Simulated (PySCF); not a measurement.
# GaCl⁺ with other numerical set-ups

The method stays; parts of the set-up, such as the basis or the Hamiltonian, are changed.

Method: method and basis as typed in the scripts; program: PySCF 2.14.0.

1 further run of the same task is left out (it didn't finish).

**1. Where the work starts**

GaCl⁺: 2 atoms, charge 1, spin multiplicity 2.

Bond lengths: Ga1–Cl2 2.616 Å.

**2. The base run**

The input, input.py:

```python
from pyscf import gto, scf, mp

mol = gto.M(
    atom='Ga 0 0 0; Cl 0 0 2.616',
    basis='6-31g*',
    charge=1,
    spin=1,
    verbose=3,
)
mf = scf.UHF(mol)
mf.kernel()
mp.MP2(mf).kernel()
mf.dip_moment()
print('orbital energies (hartree):', [e[max(0, n-3):n+3].round(4) for e, n in zip(mf.mo_energy, mol.nelec)])
```

The run is started by

```sh
OMP_NUM_THREADS=1 python input.py
```

The log of this run is left out.

It gives: E(SCF) = -2382.178067 Eh, E(MP2) − E(SCF) = -0.35185 Eh, ⟨S²⟩ = 0.817.

The bond length is a typed value, not an optimised one. The dipole of an ion depends on the origin.

**3. Crenbl (core potential on)**

Run 1 changes basis set: 6-31g* → crenbl; core potential: off → on. The core potential changes with it: totals don't compare.

The input, input.py:

```python
from pyscf import gto, scf, mp

mol = gto.M(
    atom='Ga 0 0 0; Cl 0 0 2.616',
    basis='crenbl',
    ecp={'Ga': 'crenbl', 'Cl': 'crenbl'},
    charge=1,
    spin=1,
    verbose=3,
)
mf = scf.UHF(mol)
mf.kernel()
mp.MP2(mf).kernel()
mf.dip_moment()
print('orbital energies (hartree):', [e[max(0, n-3):n+3].round(4) for e, n in zip(mf.mo_energy, mol.nelec)])
```

The run is started by

```sh
OMP_NUM_THREADS=1 python input.py
```

**4. Spin-free X2C on**

Run 2 changes spin-free X2C: off → on.

input.py: that of step 2 with these lines changed.

```diff
@@ -10,2 +10,3 @@
 mf = scf.UHF(mol)
+mf = mf.sfx2c1e()
 mf.kernel()
```

**5. Cc-pvdz**

Run 3 changes basis set: 6-31g* → cc-pvdz.

input.py: that of step 2 with these lines changed.

```diff
@@ -4,3 +4,3 @@
     atom='Ga 0 0 0; Cl 0 0 2.616',
-    basis='6-31g*',
+    basis='cc-pvdz',
     charge=1,
```

**Question.** What will these runs give? Wanted: for each run, E(SCF); from base; gap, α spin; after the SCF.

**Answer**, as computed:

```csv
run,E(SCF) (hartree),from base (eV),"gap, α spin (eV)",functions,after the SCF
base,-2382.178067,0,12.86,50,MP2 correlation -9.574 eV
crenbl (core potential on),-92.002869,not comparable,n/a,48,MP2 correlation -9.326 eV
spin-free X2C on,-2398.486896,-443.7859,13.01,50,MP2 correlation -9.512 eV
cc-pvdz,-2382.452767,-7.4750,12.90,45,MP2 correlation -4.631 eV
```

In words: The largest comparable shift of the SCF energy, -443.786 eV, comes with the run “spin-free X2C on”. Scalar relativity lowers the total energy by 443.79 eV, nearly all of it in the inner shells; a basis contracted without relativity catches only part of it. cc-pvdz (45 functions) gives an energy 7.47 eV lower than 6-31g* (50); size alone doesn't order basis sets of different families.
